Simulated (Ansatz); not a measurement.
# EuGa4: the cost of one run

Computed with Ansatz 0.2.0 (DFT r2SCAN, scalar-relativistic, plane waves, PAW, unless a step's input says otherwise).

### 1 The system as given

The structure is tetragonal, space group I4/mmm (No. 139). The conventional cell has a = 4.390 Å, b = 4.390 Å, c = 10.670 Å, α = 90.00°, β = 90.00°, γ = 90.00°. Around Eu (site symmetry 4/mmm) lie 16 Ga at 3.35 to 3.45 Å. Ga (site symmetry -4m2) has 4 Ga at 2.61 Å as nearest neighbours. Ga (site symmetry 4mm) is surrounded by 5 Ga at 2.50 to 2.61 Å.

As a file:

```cif
data_structure
_symmetry_space_group_name_H-M 'P 1'
_symmetry_Int_Tables_number 1
_cell_length_a 6.1724
_cell_length_b 6.1724
_cell_length_c 6.1724
_cell_angle_alpha 138.338
_cell_angle_beta 138.338
_cell_angle_gamma 60.386
_cell_volume 102.82
loop_
_atom_site_label
_atom_site_type_symbol
_atom_site_fract_x
_atom_site_fract_y
_atom_site_fract_z
_atom_site_occupancy
Eu1 Eu 0.00000 0.00000 0.00000 1
Ga1 Ga 0.75000 0.25000 0.50000 1
Ga2 Ga 0.25000 0.75000 0.50000 1
Ga3 Ga 0.38300 0.38300 0.00000 1
Ga4 Ga 0.61700 0.61700 0.00000 1
```

### 2 Relaxing cell and atoms: EuGa4, moments +

File input.yaml:

```yaml
crystal:
  lattice:
    - [-2.195, 2.195, 5.335]
    - [2.195, -2.195, 5.335]
    - [2.195, 2.195, -5.335]
  atoms:
    - { symbol: Eu, position: [0.0, 0.0, 0.0], spin: 7.0 }
    - { symbol: Ga, position: [0.75, 0.25, 0.5] }
    - { symbol: Ga, position: [0.25, 0.75, 0.5] }
    - { symbol: Ga, position: [0.383, 0.383, 0.0] }
    - { symbol: Ga, position: [0.617, 0.617, 0.0] }
magnetization:
  spin_polarized: true
scf:
  occupations: { method: gaussian, width: 0.05 }
output:
  forces: true
  stress: true
  eigenvalues: true
  populations: true
  write_density: true
  write_potential: true
  elf: true
  volumetric_format: npy
kpoints:
  mp_grid: { grid: [14, 14, 14] }
hamiltonian:
  xc: r2scan
relax:
  f_tol: 0.005
  max_steps: 60
  cell: { stress_tol: 0.03 }
```

Run with:

```bash
ansatz run input.yaml --threads 4 --pin off --max-ram 8192MiB --backend cpu --events-out ev --progress --plain --runs-dir out
```

What time and memory should one allow on 4 threads of AMD EPYC 7R43 (Zen 3), shared host?

About 4.9 min, with a peak of 2.4 GiB.
